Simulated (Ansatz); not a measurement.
# The gallium atom (doublet): density functionals in cc-pVQZ, part 1 of 2

Aim: run the gallium atom (doublet) with a set of functionals in one basis and compare levels, spin and time.

Program: Ansatz 0.2.0, Gaussian basis. Level of theory: cc-pVQZ, all electrons in the functionals, frozen cores in the correlation of double hybrids and RPA. These are calculated values, not measurements.

The runs, in order: SPW92, PBE, BLYP, revPBE, r2SCAN, B97M-V, PBE0, B3LYP, r2SCANh, r2SCAN0, BHLYP, CAM-B3LYP, wB97X-V, wB97M-V, HSE06, B2PLYP, PBE-QIDH, RPA-PBE.

### 1 The atom

A free atom, in its lowest state of this spin that the program finds. No spin-orbit coupling is included. The filled d shell of Ga may be among the frozen orbitals whatever the setting's name suggests; the logs give the count.

1 atom, charge 0, spin multiplicity 2.

No dispersion term is added; B97M-V, wB97X-V, wB97M-V hold VV10 nonlocal correlation. B3LYP takes the VWN-RPA correlation. HSE06 is the plane-wave form.

### 2 SPW92 (unrestricted)

The input, in.yaml:

```yaml
crystal:
  periodic: [false, false, false]
  atoms:
    - {symbol: Ga, position_ang: [0.000000, 0.000000, 0.000000]}
basis:
  gaussian: {orbitals: cc-pVQZ}
magnetization: {spin_polarized: true, initial_magnetization: 1}
hamiltonian: {xc: {name: SPW92}}
```

Run with:

```
$ ansatz run in.yaml --threads 1 --pin off --events-out ev --progress --plain --max-ram 2393MiB
```

Log:

```text
Functional definition: SPW92
  name "SPW92"
  cite "Dirac, Proc. Camb. Phil. Soc. 26, 376 (1930) doi:10.1017/S0305004100016108"
  cite "Slater, Phys. Rev. 81, 385 (1951) doi:10.1103/PhysRev.81.385"
  cite "Perdew & Wang, Phys. Rev. B 45, 13244 (1992) doi:10.1103/PhysRevB.45.13244"
  exchange = slater_x
  correlation = pw_c
417 factors; their error is unknown
mean field evaluation 1: about -52294.7022 eV, gradient 1.6e1 eV
mean field evaluation 2: about -52294.3206 eV, gradient 2.1e1 eV
mean field evaluation 4: about -52295.1448 eV, gradient 4.2e-1 eV
mean field evaluation 8: about -52295.0997 eV, gradient 1.9e-2 eV
mean field evaluation 16: about -52295.1006 eV, gradient 5.3e-2 eV
mean field evaluation 32: about -52295.0997 eV, gradient 1.9e-3 eV
mean field -52295.09970832 eV, -1921.8094673892 hartree, gradient 4.5e-5 eV, S^2 0.750914; 2 other end points of the search recorded, 0 dependent functions left out
reference -52295.09973442 eV, -1921.8094683484 hartree; 16, 15 occupied and 52, 53 virtual orbitals, 417 factors
Total energy: -52295.09973442 eV, -1921.8094683484 hartree
```

Run time: 0.87 s. Hardware: 1 thread of Arm Neoverse V2, shared host.

From the report: ⟨S²⟩ of the determinant 0.751 (pure doublet: 0.75).

### 3 PBE (unrestricted)

Edit in.yaml of step 2 so:

```diff
@@ -7,2 +7,3 @@
 magnetization: {spin_polarized: true, initial_magnetization: 1}
-hamiltonian: {xc: {name: SPW92}}
+hamiltonian: {xc: {name: PBE}}
+output: {orbitals: {seedname: orbitals}}
```

Launched as before.

Log:

```text
Functional definition: PBE
  name "PBE"
  cite "Perdew, Burke & Ernzerhof, Phys. Rev. Lett. 77, 3865 (1996) doi:10.1103/PhysRevLett.77.3865"
  parent pbe
  parameter kappa = 0.804
  parameter beta = 0.06672455060314922
  exchange = pbe_x(kappa = kappa, mu = beta*pi^2/3)
  correlation = pbe_c(beta = beta)
417 factors; their error is unknown
mean field evaluation 1: about -52369.5159 eV, gradient 1.4e1 eV
mean field evaluation 2: about -52369.3159 eV, gradient 1.8e1 eV
mean field evaluation 4: about -52369.8582 eV, gradient 1.2e-1 eV
mean field evaluation 8: about -52369.8115 eV, gradient 5.0e-4 eV
mean field evaluation 16: about -52369.8115 eV, gradient 6.0e-5 eV
mean field -52369.81151132 eV, -1924.5550755077 hartree, gradient 6.1e-5 eV, S^2 0.752333; 1 other end points of the search recorded, 0 dependent functions left out
reference -52369.81154407 eV, -1924.5550767114 hartree; 16, 15 occupied and 52, 53 virtual orbitals, 417 factors
Total energy: -52369.81154407 eV, -1924.5550767114 hartree
```

Wall time 1.1 s (1 thread of Arm Neoverse V2, shared host).

From the report: ⟨S²⟩ of the determinant 0.752 (pure doublet: 0.75).

### 4 BLYP (unrestricted)

Edit in.yaml of step 3 so:

```diff
@@ -7,3 +7,2 @@
 magnetization: {spin_polarized: true, initial_magnetization: 1}
-hamiltonian: {xc: {name: PBE}}
-output: {orbitals: {seedname: orbitals}}
+hamiltonian: {xc: {name: BLYP}}
```

Same command.

Log:

```text
Functional definition: BLYP
  name "BLYP"
  cite "Becke, Phys. Rev. A 38, 3098 (1988) doi:10.1103/PhysRevA.38.3098"
  cite "Lee, Yang & Parr, Phys. Rev. B 37, 785 (1988) doi:10.1103/PhysRevB.37.785"
  parameter beta = 0.0042
  parameter a = 0.04918
  parameter b = 0.132
  parameter c = 0.2533
  parameter d = 0.349
  exchange = b88_x(beta = beta)
  correlation = lyp_c(a = a, b = b, c = c, d = d)
417 factors; their error is unknown
mean field evaluation 1: about -52379.5738 eV, gradient 1.5e1 eV
mean field evaluation 2: about -52379.3177 eV, gradient 2.0e1 eV
mean field evaluation 4: about -52379.9861 eV, gradient 9.1e-2 eV
mean field evaluation 8: about -52379.9393 eV, gradient 1.6e-3 eV
mean field evaluation 16: about -52379.9393 eV, gradient 1.9e-3 eV
mean field -52379.93934384 eV, -1924.9272664880 hartree, gradient 5.0e-5 eV, S^2 0.751597; 1 other end points of the search recorded, 0 dependent functions left out
reference -52379.93955468 eV, -1924.9272742362 hartree; 16, 15 occupied and 52, 53 virtual orbitals, 417 factors
Total energy: -52379.93955468 eV, -1924.9272742362 hartree
```

It took 1.4 s on 1 thread of Arm Neoverse V2, shared host.

From the report: ⟨S²⟩ of the determinant 0.752 (pure doublet: 0.75).

### 5 revPBE (unrestricted)

Edit in.yaml of step 4 so:

```diff
@@ -7,2 +7,2 @@
 magnetization: {spin_polarized: true, initial_magnetization: 1}
-hamiltonian: {xc: {name: BLYP}}
+hamiltonian: {xc: {name: revPBE}}
```

The command is unchanged.

Log:

```text
Functional definition: revPBE
  name "revPBE"
  cite "Zhang & Yang, Phys. Rev. Lett. 80, 890 (1998) doi:10.1103/PhysRevLett.80.890"
  cite "Perdew, Burke & Ernzerhof, Phys. Rev. Lett. 77, 3865 (1996) doi:10.1103/PhysRevLett.77.3865"
  parameter kappa = 1.245
  parameter beta = 0.06672455060314922
  exchange = pbe_x(kappa = kappa, mu = beta*pi^2/3)
  correlation = pbe_c(beta = beta)
417 factors; their error is unknown
mean field evaluation 1: about -52373.7727 eV, gradient 1.3e1 eV
mean field evaluation 2: about -52373.6028 eV, gradient 1.7e1 eV
mean field evaluation 4: about -52374.0878 eV, gradient 1.5e-1 eV
mean field evaluation 8: about -52374.0411 eV, gradient 5.5e-4 eV
mean field evaluation 16: about -52374.0411 eV, gradient 8.2e-5 eV
mean field -52374.04107419 eV, -1924.7105090765 hartree, gradient 6.4e-5 eV, S^2 0.752906; 1 other end points of the search recorded, 0 dependent functions left out
reference -52374.04111492 eV, -1924.7105105733 hartree; 16, 15 occupied and 52, 53 virtual orbitals, 417 factors
Total energy: -52374.04111492 eV, -1924.7105105733 hartree
```

Wall time 1.1 s (1 thread of Arm Neoverse V2, shared host).

From the report: ⟨S²⟩ of the determinant 0.753 (pure doublet: 0.75).

### 6 r2SCAN (unrestricted)

Edit in.yaml of step 5 so:

```diff
@@ -7,2 +7,2 @@
 magnetization: {spin_polarized: true, initial_magnetization: 1}
-hamiltonian: {xc: {name: revPBE}}
+hamiltonian: {xc: {name: r2SCAN}}
```

Same command.

Log:

```text
Functional definition: r2SCAN
  name "r2SCAN"
  cite "Furness, Kaplan, Ning, Perdew & Sun, J. Phys. Chem. Lett. 11, 8208 (2020) doi:10.1021/acs.jpclett.0c02405"
  cite "Furness, Kaplan, Ning, Perdew & Sun, J. Phys. Chem. Lett. 11, 9248 (2020) doi:10.1021/acs.jpclett.0c03077"
  parent r2scan
  parameter k0 = 0.174
  parameter k1 = 0.065
  parameter a1 = 4.9479
  exchange = r2scan_x(k0 = k0, k1 = k1, a1 = a1)
  correlation = r2scan_c
417 factors; their error is unknown
mean field evaluation 1: about -52377.1460 eV, gradient 9.2e0 eV
mean field evaluation 2: about -52377.1352 eV, gradient 1.1e1 eV
mean field evaluation 4: about -52377.3332 eV, gradient 1.7e-1 eV
mean field evaluation 8: about -52377.2840 eV, gradient 9.1e-4 eV
mean field evaluation 16: about -52377.2850 eV, gradient 1.4e-4 eV
mean field -52377.28398397 eV, -1924.8296838129 hartree, gradient 1.6e-5 eV, S^2 0.756135; 1 other end points of the search recorded, 0 dependent functions left out
reference -52377.28400298 eV, -1924.8296845114 hartree; 16, 15 occupied and 52, 53 virtual orbitals, 417 factors
Total energy: -52377.28400298 eV, -1924.8296845114 hartree
```

Run time: 3 s. Hardware: 1 thread of Arm Neoverse V2, shared host.

From the report: ⟨S²⟩ of the determinant 0.756 (pure doublet: 0.75).

### 7 B97M-V (unrestricted)

Edit in.yaml of step 6 so:

```diff
@@ -7,2 +7,2 @@
 magnetization: {spin_polarized: true, initial_magnetization: 1}
-hamiltonian: {xc: {name: r2SCAN}}
+hamiltonian: {xc: {name: B97M-V}}
```

Launched as before.

Log, shortened:

```text
Functional definition: B97M-V
  name "B97M-V"
  cite "Mardirossian & Head-Gordon, J. Chem. Phys. 142, 074111 (2015) doi:10.1063/1.4907719"
  cite "Becke, J. Chem. Phys. 107, 8554 (1997) doi:10.1063/1.475007"
  cite "Vydrov & Van Voorhis, J. Chem. Phys. 133, 244103 (2010) doi:10.1063/1.3521275"
  # Of w^i u^j: cxij and so on, Table III.
[...]
  gx(w, u) = cx00 + cx01*u + cx02*u^2 + (cx10 + cx11*u)*w
  gss(w, u) = css00 + css02*u^2 + css10*w + (css32*w^3 + css42*w^4)*u^2
  gos(w, u) = cos00 + cos01*u + cos03*u^3 + cos10*w + cos32*w^3*u^2
[...]
      + integral(e_c_pw_mod_opposite_spin*gos(b97_w_opposite, b97_u_opposite)) + vv10(b, c)
417 factors; their error is unknown
[...]
mean field -52367.56810198 eV, -1924.4726317353 hartree, gradient 2.3e-5 eV, S^2 0.752347; 1 other end points of the search recorded, 0 dependent functions left out
reference -52367.56814903 eV, -1924.4726334641 hartree; 16, 15 occupied and 52, 53 virtual orbitals, 417 factors
Total energy: -52367.56814903 eV, -1924.4726334641 hartree
```

It took 4.8 s on 1 thread of Arm Neoverse V2, shared host.

From the report: ⟨S²⟩ of the determinant 0.752 (pure doublet: 0.75).

### 8 PBE0 (unrestricted)

Edit in.yaml of step 7 so:

```diff
@@ -7,2 +7,3 @@
 magnetization: {spin_polarized: true, initial_magnetization: 1}
-hamiltonian: {xc: {name: B97M-V}}
+hamiltonian: {xc: {name: PBE0}}
+output: {orbitals: {seedname: orbitals}}
```

Same command.

Log:

```text
Functional definition: PBE0
  name "PBE0"
  cite "Adamo & Barone, J. Chem. Phys. 110, 6158 (1999) doi:10.1063/1.478522"
  cite "Perdew, Burke & Ernzerhof, Phys. Rev. Lett. 77, 3865 (1996) doi:10.1103/PhysRevLett.77.3865"
  parent pbe
  parameter a = 0.25
  parameter kappa = 0.804
  parameter beta = 0.06672455060314922
  exchange = (1 - a)*pbe_x(kappa = kappa, mu = beta*pi^2/3) + a*exact_x
  correlation = pbe_c(beta = beta)
505 factors; their error is unknown
mean field evaluation 1: about -52370.3957 eV, gradient 7.5e0 eV
mean field evaluation 2: about -52370.4109 eV, gradient 7.8e0 eV
mean field evaluation 4: about -52370.5129 eV, gradient 1.0e-1 eV
mean field evaluation 8: about -52370.8283 eV, gradient 1.7e-3 eV
mean field evaluation 16: about -52370.8281 eV, gradient 1.2e-1 eV
mean field -52370.82834709 eV, -1924.5924435331 hartree, gradient 1.1e-5 eV, S^2 0.753799; 1 other end points of the search recorded, 0 dependent functions left out
reference -52370.82837200 eV, -1924.5924444487 hartree; 16, 15 occupied and 52, 53 virtual orbitals, 505 factors
Total energy: -52370.82837200 eV, -1924.5924444487 hartree
```

Wall time 1.4 s (1 thread of Arm Neoverse V2, shared host).

From the report: ⟨S²⟩ of the determinant 0.754 (pure doublet: 0.75).

### 9 B3LYP (unrestricted)

Edit in.yaml of step 8 so:

```diff
@@ -7,3 +7,2 @@
 magnetization: {spin_polarized: true, initial_magnetization: 1}
-hamiltonian: {xc: {name: PBE0}}
-output: {orbitals: {seedname: orbitals}}
+hamiltonian: {xc: {name: B3LYP}}
```

Launched as before.

Log, shortened:

```text
Functional definition: B3LYP
  name "B3LYP"
  cite "Stephens, Devlin, Chabalowski & Frisch, J. Phys. Chem. 98, 11623 (1994) doi:10.1021/j100096a001"
  cite "Becke, Phys. Rev. A 38, 3098 (1988) doi:10.1103/PhysRevA.38.3098"
  cite "Lee, Yang & Parr, Phys. Rev. B 37, 785 (1988) doi:10.1103/PhysRevB.37.785"
  cite "Vosko, Wilk & Nusair, Can. J. Phys. 58, 1200 (1980) doi:10.1139/p80-159"
[...]
493 factors; their error is unknown
[...]
mean field -52379.24039825 eV, -1924.9015807112 hartree, gradient 1.4e-5 eV, S^2 0.752382; 1 other end points of the search recorded, 0 dependent functions left out
reference -52379.24055712 eV, -1924.9015865496 hartree; 16, 15 occupied and 52, 53 virtual orbitals, 493 factors
Total energy: -52379.24055712 eV, -1924.9015865496 hartree
```

Run time: 1.4 s. Hardware: 1 thread of Arm Neoverse V2, shared host.

From the report: ⟨S²⟩ of the determinant 0.752 (pure doublet: 0.75).

### 10 r2SCANh (unrestricted)

Edit in.yaml of step 9 so:

```diff
@@ -7,2 +7,2 @@
 magnetization: {spin_polarized: true, initial_magnetization: 1}
-hamiltonian: {xc: {name: B3LYP}}
+hamiltonian: {xc: {name: r2SCANh}}
```

The command is unchanged.

Log, shortened:

```text
Functional definition: r2SCANh
  name "r2SCANh"
  cite "Bursch, Neugebauer, Ehlert & Grimme, J. Chem. Phys. 156, 134105 (2022) doi:10.1063/5.0086040"
  cite "Furness, Kaplan, Ning, Perdew & Sun, J. Phys. Chem. Lett. 11, 8208 (2020) doi:10.1021/acs.jpclett.0c02405"
  cite "Furness, Kaplan, Ning, Perdew & Sun, J. Phys. Chem. Lett. 11, 9248 (2020) doi:10.1021/acs.jpclett.0c03077"
  parent r2scan
[...]
460 factors; their error is unknown
[...]
mean field -52377.01258448 eV, -1924.8197100655 hartree, gradient 2.7e-5 eV, S^2 0.756375; 1 other end points of the search recorded, 0 dependent functions left out
reference -52377.01260171 eV, -1924.8197106987 hartree; 16, 15 occupied and 52, 53 virtual orbitals, 460 factors
Total energy: -52377.01260171 eV, -1924.8197106987 hartree
```

Wall time 3.1 s (1 thread of Arm Neoverse V2, shared host).

From the report: ⟨S²⟩ of the determinant 0.756 (pure doublet: 0.75).

(Continued in part 2 of 2.)
